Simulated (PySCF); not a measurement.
**C2H9NSi2: electronic excitations at several levels of theory**

How much do the electronic excitations of C2H9NSi2 (`[SiH3]C/C=N\[SiH3]`) depend on the level of theory, and what does each level cost?

Programs: PySCF 2.14.0, with density-fitted response routines of our own. Each step states its level of theory. These are calculated values for one molecule in the gas phase, unless marked as measured. Atoms count from 0, in the outputs and in this text.

## 1. The starting structure

14 atoms, charge 0, multiplicity 1; geometry from: PBE0-D3(BJ)/def2-SVP.

Bonds of the start (Å): Si0–C1 1.90, C1–C2 1.50, C2–N3 1.26, N3–Si4 1.74, Si0–H5 1.49, Si0–H6 1.49, Si0–H7 1.49, C1–H8 1.10, C1–H9 1.10, C2–H10 1.11, Si4–H11 1.49, Si4–H12 1.50, Si4–H13 1.49.

## 2. Excited states and response: PBE0/def2-SVP

The job: settings as JSON, then the geometry in Å.

```
{"job": {"kind": "uv", "xc": "PBE0", "basis": "def2-SVP"}, "charge": 0, "multiplicity": 1}
Si    -2.019199    -0.384397     0.094337
C     -0.600106     0.107595    -1.069403
C      0.235802     1.197782    -0.474053
N      1.267413     1.088123     0.249483
Si     2.152321    -0.294628     0.834668
H     -2.863721     0.807141     0.407199
H     -2.861940    -1.428002    -0.562331
H     -1.447594    -0.926557     1.362829
H     -1.049591     0.438806    -2.019716
H     -0.006624    -0.801237    -1.260066
H     -0.144067     2.220725    -0.679871
H      2.027615    -0.303964     2.321418
H      1.711632    -1.638910     0.322544
H      3.583371    -0.105439     0.459725
```

With the program's defaults for keys left out, this is: TDDFT PBE0/def2-SVP, vertical, gas phase, core orbitals frozen in the response.

Command:

```bash
> OMP_NUM_THREADS=1 python probes_run.py task.json out
```

This one command runs all jobs of the session in turn.

The log of the run:

```text
coarse grid: 12064 points
cycle   1  E = -714.5180230933  dE =  1.137e-01  |g| = 4.292e-01  |ddm| = 3.512e+00
cycle   2  E = -714.4369030612  dE =  8.112e-02  |g| = 7.300e-01  |ddm| = 1.243e+00
cycle   3  E = -714.5610874866  dE = -1.242e-01  |g| = 9.952e-02  |ddm| = 8.357e-01
cycle   4  E = -714.5632895126  dE = -2.202e-03  |g| = 3.399e-02  |ddm| = 1.158e-01
cycle   5  E = -714.5635986980  dE = -3.092e-04  |g| = 4.722e-03  |ddm| = 3.913e-02
cycle   6  E = -714.5636053040  dE = -6.606e-06  |g| = 1.114e-03  |ddm| = 7.566e-03
final grid: 105608 points
cycle   7  E = -714.6514442894  dE = -1.220e-05  |g| = 5.624e-03  |ddm| = 1.867e-02
cycle   8  E = -714.6514393086  dE =  4.981e-06  |g| = 7.117e-03  |ddm| = 1.456e-02
cycle   9  E = -714.6514528561  dE = -1.355e-05  |g| = 7.277e-04  |ddm| = 8.363e-03
cycle  10  E = -714.6514529690  dE = -1.129e-07  |g| = 2.272e-04  |ddm| = 7.947e-04
cycle  11  E = -714.6514529813  dE = -1.231e-08  |g| = 2.961e-05  |ddm| = 2.395e-04
cycle  12  E = -714.6514529816  dE = -2.750e-10  |g| = 1.019e-05  |ddm| = 5.386e-05
converged SCF energy = -714.6514529816

Static polarisability (au): isotropic 78.542, principal 64.223 71.207 100.195

Singlet excitations
state   eV       nm        f      main configurations
  1   4.1207    300.9   0.00109   H->L 0.98
  2   6.4535    192.1   0.01889   H->L+1 0.92
  3   6.8269    181.6   0.28503   H-1->L 0.86
  4   7.0997    174.6   0.18053   H->L+2 0.81
  5   7.3997    167.6   0.00243   H->L+3 0.77, H->L+4 0.14
  6   7.5530    164.2   0.01914   H->L+4 0.73, H->L+3 0.13
  7   7.5911    163.3   0.00929   H-2->L 0.68, H->L+5 0.14
  8   7.7086    160.8   0.00157   H->L+5 0.65, H-2->L 0.14
  9   7.8061    158.8   0.01273   H-3->L 0.77
 10   7.9264    156.4   0.04356   H-1->L+1 0.82

Triplet excitations (Tamm-Dancoff, eV): 3.5390 4.7347 6.1036 6.7706
```

It took 7 s on 1 thread of AMD EPYC 9R45, shared host; peak memory 0.64 GiB.

The orbitals next to the gap, with their largest atomic shares:

```
orbital     eV                         atoms
 HOMO−3  -9.71    Si0 29 %, H5 24 %, H7 14 %
 HOMO−2  -9.57  Si4 40 %, H12 26 %, H11 17 %
 HOMO−1  -8.35     N3 32 %, C2 15 %, C1 14 %
   HOMO  -6.83      N3 63 %, C1 8 %, Si4 8 %
   LUMO  -0.74     C2 42 %, N3 26 %, Si4 9 %
 LUMO+1   0.77    Si0 43 %, Si4 19 %, C1 9 %
 LUMO+2   1.46    Si4 38 %, Si0 28 %, H5 9 %
```

With each of the 10 states as a Gaussian band of 0.4 eV half-width at 1/e, the curve within the window shown has maxima at 179 nm (ε 17,000) L/(mol cm). Beyond the last state computed it falls off for lack of states. The curve at chosen wavelengths:

```
 nm  ε (L/mol/cm)
151          1268
159          3355
167          6510
175         15097
183         15786
191          7477
199          1979
207           370
215            54
223             6
231             1
239             0
247             0
256             2
264             5
272            13
280            24
288            35
296            43
304            44
312            39
320            31
328            22
336            14
344             8
352             5
```

Ground-state properties from the same run:

```
           property  computed
  dipole moment (D)      2.10
polarisability (Å³)     11.64
 HOMO–LUMO gap (eV)      6.08
      −ε(HOMO) (eV)      6.83
```

## 3. TDDFT and polarisability: PBE0/def2-TZVP

The job, as its differences from that of step 2:

```diff
@@ -1,2 +1,2 @@
-{"job": {"kind": "uv", "xc": "PBE0", "basis": "def2-SVP"}, "charge": 0, "multiplicity": 1}
+{"job": {"kind": "uv", "xc": "PBE0", "basis": "def2-TZVP"}, "charge": 0, "multiplicity": 1}
 Si    -2.019199    -0.384397     0.094337
```

Method: TDDFT PBE0/def2-TZVP, vertical, gas phase, core orbitals frozen in the response.

The log of the run:

```text
coarse grid: 12064 points
cycle   1  E = -714.9637843321  dE =  1.216e-01  |g| = 4.604e-01  |ddm| = 2.674e+00
cycle   2  E = -714.8770217893  dE =  8.676e-02  |g| = 7.694e-01  |ddm| = 1.206e+00
cycle   3  E = -715.0089999970  dE = -1.320e-01  |g| = 1.177e-01  |ddm| = 8.801e-01
cycle   4  E = -715.0117400939  dE = -2.740e-03  |g| = 4.107e-02  |ddm| = 9.008e-02
cycle   5  E = -715.0121635155  dE = -4.234e-04  |g| = 6.955e-03  |ddm| = 3.339e-02
cycle   6  E = -715.0121752772  dE = -1.176e-05  |g| = 1.668e-03  |ddm| = 8.765e-03
cycle   7  E = -715.0121759487  dE = -6.715e-07  |g| = 4.965e-04  |ddm| = 1.567e-03
final grid: 105608 points
cycle   8  E = -715.0044852929  dE = -3.173e-05  |g| = 5.619e-03  |ddm| = 3.583e-02
cycle   9  E = -715.0044806818  dE =  4.611e-06  |g| = 7.029e-03  |ddm| = 1.184e-02
cycle  10  E = -715.0044924225  dE = -1.174e-05  |g| = 8.668e-04  |ddm| = 6.674e-03
cycle  11  E = -715.0044925537  dE = -1.313e-07  |g| = 4.181e-04  |ddm| = 9.037e-04
cycle  12  E = -715.0044925938  dE = -4.006e-08  |g| = 5.157e-05  |ddm| = 2.713e-04
cycle  13  E = -715.0044925945  dE = -6.722e-10  |g| = 2.176e-05  |ddm| = 5.459e-05
converged SCF energy = -715.0044925945

Static polarisability (au): isotropic 86.280, principal 71.502 79.483 107.856

Singlet excitations
state   eV       nm        f      main configurations
  1   4.1106    301.6   0.00114   H->L 0.98
  2   6.1695    201.0   0.01468   H->L+1 0.90
  3   6.6112    187.5   0.09147   H-1->L 0.51, H->L+2 0.41
  4   6.7131    184.7   0.32554   H->L+2 0.49, H-1->L 0.41
  5   7.0429    176.0   0.00336   H->L+3 0.70, H->L+4 0.15
  6   7.0856    175.0   0.00386   H->L+5 0.48, H->L+4 0.47
  7   7.2736    170.5   0.01714   H->L+5 0.38, H->L+4 0.31, H->L+3 0.26
  8   7.4538    166.3   0.00556   H-2->L 0.72, H-1->L+1 0.14
  9   7.5641    163.9   0.02924   H-1->L+1 0.71, H-2->L 0.17
 10   7.5804    163.6   0.03437   H->L+6 0.74, H->L+7 0.15

Triplet excitations (Tamm-Dancoff, eV): 3.5683 4.7051 5.8660 6.4248
```

It took 16 s on 1 thread of AMD EPYC 9R45, shared host; peak memory 0.88 GiB.

Key values: HOMO -6.94 eV, LUMO -0.88 eV; lowest singlet 4.11 eV.

## 4. Excited states and response: PBE0/aug-cc-pVDZ

The job, as its differences from that of step 3:

```diff
@@ -1,2 +1,2 @@
-{"job": {"kind": "uv", "xc": "PBE0", "basis": "def2-TZVP"}, "charge": 0, "multiplicity": 1}
+{"job": {"kind": "uv", "xc": "PBE0", "basis": "aug-cc-pVDZ"}, "charge": 0, "multiplicity": 1}
 Si    -2.019199    -0.384397     0.094337
```

Method: TDDFT PBE0/aug-cc-pVDZ, vertical, gas phase, core orbitals frozen in the response.

The log of the run:

```text
coarse grid: 12064 points
cycle   1  E = -714.8792888395  dE =  1.796e-01  |g| = 4.317e-01  |ddm| = 8.316e+00
cycle   2  E = -714.7945205463  dE =  8.477e-02  |g| = 7.404e-01  |ddm| = 1.953e+00
cycle   3  E = -714.9226785661  dE = -1.282e-01  |g| = 1.041e-01  |ddm| = 1.180e+00
cycle   4  E = -714.9250754448  dE = -2.397e-03  |g| = 3.439e-02  |ddm| = 2.474e-01
cycle   5  E = -714.9253898217  dE = -3.144e-04  |g| = 5.771e-03  |ddm| = 8.572e-02
cycle   6  E = -714.9254001396  dE = -1.032e-05  |g| = 1.527e-03  |ddm| = 1.766e-02
cycle   7  E = -714.9254007301  dE = -5.905e-07  |g| = 4.307e-04  |ddm| = 4.184e-03
final grid: 105608 points
cycle   8  E = -714.9420265753  dE = -2.030e-05  |g| = 5.580e-03  |ddm| = 1.943e-01
cycle   9  E = -714.9420209440  dE =  5.631e-06  |g| = 7.303e-03  |ddm| = 3.055e-02
cycle  10  E = -714.9420347309  dE = -1.379e-05  |g| = 9.059e-04  |ddm| = 1.484e-02
cycle  11  E = -714.9420349033  dE = -1.724e-07  |g| = 3.137e-04  |ddm| = 1.862e-03
cycle  12  E = -714.9420349268  dE = -2.355e-08  |g| = 4.299e-05  |ddm| = 6.266e-04
cycle  13  E = -714.9420349274  dE = -5.159e-10  |g| = 1.981e-05  |ddm| = 1.718e-04
converged SCF energy = -714.9420349274

Static polarisability (au): isotropic 91.636, principal 76.660 85.155 113.093

Singlet excitations
state   eV       nm        f      main configurations
  1   4.1139    301.4   0.00106   H->L 0.97
  2   5.7102    217.1   0.00566   H->L+1 0.91
  3   6.1760    200.8   0.05835   H->L+2 0.55, H->L+4 0.15, H->L+3 0.13
  4   6.3135    196.4   0.00756   H->L+3 0.74, H->L+2 0.12
  5   6.4332    192.7   0.00658   H->L+4 0.33, H->L+5 0.28, H->L+2 0.24
  6   6.5122    190.4   0.05915   H->L+5 0.49, H->L+4 0.35
  7   6.6409    186.7   0.30813   H-1->L 0.69, H->L+4 0.09
  8   6.7555    183.5   0.00203   H->L+6 0.78
  9   6.8334    181.4   0.03164   H->L+7 0.57, H->L+8 0.24, H-1->L 0.09
 10   6.9237    179.1   0.00315   H->L+8 0.67, H->L+7 0.24

Triplet excitations (Tamm-Dancoff, eV): 3.5716 4.7092 5.5932 5.9026
```

It took 15 s on 1 thread of AMD EPYC 9R45, shared host; peak memory 0.8 GiB.

In short: HOMO -6.91 eV, LUMO -0.91 eV; lowest singlet 4.11 eV.

## 5. Ultraviolet spectrum: PBE0/def2-TZVPD

The job, as its differences from that of step 4:

```diff
@@ -1,2 +1,2 @@
-{"job": {"kind": "uv", "xc": "PBE0", "basis": "aug-cc-pVDZ"}, "charge": 0, "multiplicity": 1}
+{"job": {"kind": "uv", "xc": "PBE0", "basis": "def2-TZVPD"}, "charge": 0, "multiplicity": 1}
 Si    -2.019199    -0.384397     0.094337
```

Level: TDDFT PBE0/def2-TZVPD, vertical, gas phase, core orbitals frozen in the response.

The log of the run:

```text
coarse grid: 12064 points
cycle   1  E = -714.9648902743  dE =  1.218e-01  |g| = 4.595e-01  |ddm| = 3.236e+00
cycle   2  E = -714.8771197048  dE =  8.777e-02  |g| = 7.714e-01  |ddm| = 1.455e+00
cycle   3  E = -715.0099632413  dE = -1.328e-01  |g| = 1.180e-01  |ddm| = 8.123e-01
cycle   4  E = -715.0127107283  dE = -2.747e-03  |g| = 4.110e-02  |ddm| = 1.164e-01
cycle   5  E = -715.0131335140  dE = -4.228e-04  |g| = 7.213e-03  |ddm| = 4.395e-02
cycle   6  E = -715.0131462557  dE = -1.274e-05  |g| = 1.737e-03  |ddm| = 1.164e-02
cycle   7  E = -715.0131469878  dE = -7.322e-07  |g| = 5.055e-04  |ddm| = 2.184e-03
final grid: 105608 points
cycle   8  E = -715.0054755498  dE = -3.626e-05  |g| = 5.633e-03  |ddm| = 1.854e-01
cycle   9  E = -715.0054708774  dE =  4.672e-06  |g| = 7.066e-03  |ddm| = 1.608e-02
cycle  10  E = -715.0054827117  dE = -1.183e-05  |g| = 9.044e-04  |ddm| = 8.017e-03
cycle  11  E = -715.0054828549  dE = -1.431e-07  |g| = 4.365e-04  |ddm| = 1.059e-03
cycle  12  E = -715.0054828986  dE = -4.369e-08  |g| = 5.704e-05  |ddm| = 4.701e-04
cycle  13  E = -715.0054828994  dE = -8.272e-10  |g| = 2.289e-05  |ddm| = 9.892e-05
converged SCF energy = -715.0054828994

Static polarisability (au): isotropic 90.780, principal 75.924 84.301 112.115

Singlet excitations
state   eV       nm        f      main configurations
  1   4.0935    302.9   0.00109   H->L 0.98
  2   5.8730    211.1   0.00335   H->L+1 0.92
  3   6.3395    195.6   0.06081   H->L+2 0.65, H->L+3 0.19
  4   6.5588    189.0   0.21269   H-1->L 0.46, H->L+3 0.37
  5   6.5857    188.3   0.07360   H->L+3 0.34, H-1->L 0.34, H->L+2 0.20
  6   6.7437    183.9   0.01640   H->L+5 0.52, H->L+4 0.35
  7   6.7904    182.6   0.09540   H->L+4 0.43, H->L+5 0.21, H->L+6 0.12
  8   6.9960    177.2   0.00835   H->L+7 0.80, H->L+6 0.15
  9   7.0514    175.8   0.02125   H->L+6 0.62, H->L+5 0.17, H->L+7 0.13
 10   7.2448    171.1   0.00042   H->L+8 0.78

Triplet excitations (Tamm-Dancoff, eV): 3.5589 4.6948 5.6922 6.0596
```

It took 23 s on 1 thread of AMD EPYC 9R45, shared host; peak memory 1 GiB.

In short: HOMO -6.96 eV, LUMO -0.95 eV; lowest singlet 4.09 eV.

## 6. Excited states and response: PBE0/6-31+G*

The job, as its differences from that of step 5:

```diff
@@ -1,2 +1,2 @@
-{"job": {"kind": "uv", "xc": "PBE0", "basis": "def2-TZVPD"}, "charge": 0, "multiplicity": 1}
+{"job": {"kind": "uv", "xc": "PBE0", "basis": "6-31+G*"}, "charge": 0, "multiplicity": 1}
 Si    -2.019199    -0.384397     0.094337
```

Method: TDDFT PBE0/6-31+G*, vertical, gas phase, core orbitals frozen in the response.

The log of the run:

```text
coarse grid: 12064 points
cycle   1  E = -714.9085333001  dE =  1.491e-01  |g| = 4.264e-01  |ddm| = 3.511e+00
cycle   2  E = -714.8277624866  dE =  8.077e-02  |g| = 7.254e-01  |ddm| = 1.659e+00
cycle   3  E = -714.9516149027  dE = -1.239e-01  |g| = 1.015e-01  |ddm| = 1.064e+00
cycle   4  E = -714.9539078061  dE = -2.293e-03  |g| = 3.342e-02  |ddm| = 1.238e-01
cycle   5  E = -714.9542052919  dE = -2.975e-04  |g| = 4.831e-03  |ddm| = 5.721e-02
cycle   6  E = -714.9542121234  dE = -6.832e-06  |g| = 1.334e-03  |ddm| = 1.570e-02
final grid: 105608 points
cycle   7  E = -714.8973624573  dE = -1.354e-05  |g| = 6.407e-03  |ddm| = 3.916e-02
cycle   8  E = -714.8973550266  dE =  7.431e-06  |g| = 8.324e-03  |ddm| = 1.953e-02
cycle   9  E = -714.8973736740  dE = -1.865e-05  |g| = 8.314e-04  |ddm| = 1.295e-02
cycle  10  E = -714.8973738227  dE = -1.487e-07  |g| = 2.475e-04  |ddm| = 1.084e-03
cycle  11  E = -714.8973738371  dE = -1.439e-08  |g| = 2.877e-05  |ddm| = 4.118e-04
cycle  12  E = -714.8973738373  dE = -2.092e-10  |g| = 1.472e-05  |ddm| = 9.224e-05
converged SCF energy = -714.8973738373

Static polarisability (au): isotropic 82.153, principal 67.738 75.428 103.292

Singlet excitations
state   eV       nm        f      main configurations
  1   4.1669    297.5   0.00119   H->L 0.97
  2   5.7873    214.2   0.00485   H->L+1 0.93
  3   6.2963    196.9   0.07632   H->L+2 0.65, H->L+3 0.21
  4   6.5718    188.7   0.01586   H->L+3 0.66, H->L+2 0.13
  5   6.6163    187.4   0.03617   H->L+4 0.54, H-1->L 0.22, H->L+2 0.16
  6   6.7353    184.1   0.16840   H->L+5 0.69, H-1->L 0.20
  7   6.8277    181.6   0.21926   H-1->L 0.47, H->L+4 0.26, H->L+5 0.15
  8   7.0437    176.0   0.00665   H->L+6 0.84
  9   7.2344    171.4   0.02306   H-1->L+1 0.64, H->L+7 0.15, H->L+8 0.14
 10   7.2427    171.2   0.01493   H->L+7 0.38, H-1->L+1 0.30, H->L+8 0.28

Triplet excitations (Tamm-Dancoff, eV): 3.6082 4.7393 5.6548 5.9996
```

It took 6.6 s on 1 thread of AMD EPYC 9R45, shared host; peak memory 0.65 GiB.

Key values: HOMO -6.92 eV, LUMO -0.84 eV; lowest singlet 4.17 eV.

## 7. Side by side: electronic excitations

Excitations and ground-state properties, with basis size and wall time:

```
             run  lowest singlet (eV)  brightest (eV)      f  gap (eV)  α (Å³)  μ (D)  functions   time
   PBE0/def2-SVP                 4.12            6.83  0.285      6.08   11.64   2.10        123    7 s
  PBE0/def2-TZVP                 4.11            6.71  0.326      6.06   12.79   2.15        221   16 s
PBE0/aug-cc-pVDZ                 4.11            6.64  0.308      6.01   13.58   2.14        204   15 s
 PBE0/def2-TZVPD                 4.09            6.56  0.213      6.01   13.45   2.19        278   23 s
    PBE0/6-31+G*                 4.17            6.83  0.219      6.08   12.17   2.26        116  6.6 s
```

## 8. Summary of results

| quantity | value |
| --- | --- |
| lowest singlet (PBE0/def2-SVP) | 4.12 eV (301 nm), f = 0.001 |
| brightest single state of those computed | state 3, 6.83 eV, f = 0.285 |
| lowest triplet | 3.54 eV |
| range of the lowest singlet | 4.09 to 4.17 eV |

**Reading.** Single values in the summary come from the first sound run of each kind (PBE0/def2-SVP), which need not be the best level. The first singlet state (HOMO→LUMO 0.98) lies at 4.12 eV and is weak; of the 10 states computed, the strongest absorption comes from state 3 at 6.83 eV. The lowest triplet lies 0.58 eV below the lowest singlet (triplets in Tamm-Dancoff, singlets in full TDDFT). The basis of PBE0/def2-SVP has no diffuse functions, so Rydberg states are missing and the high states are unreliable. The lowest singlet runs from 4.09 eV (PBE0/def2-TZVPD) to 4.17 eV (PBE0/6-31+G*), while the orbital gap spans 6.01 to 6.08 eV. The lowest state need not be the same one in every run.
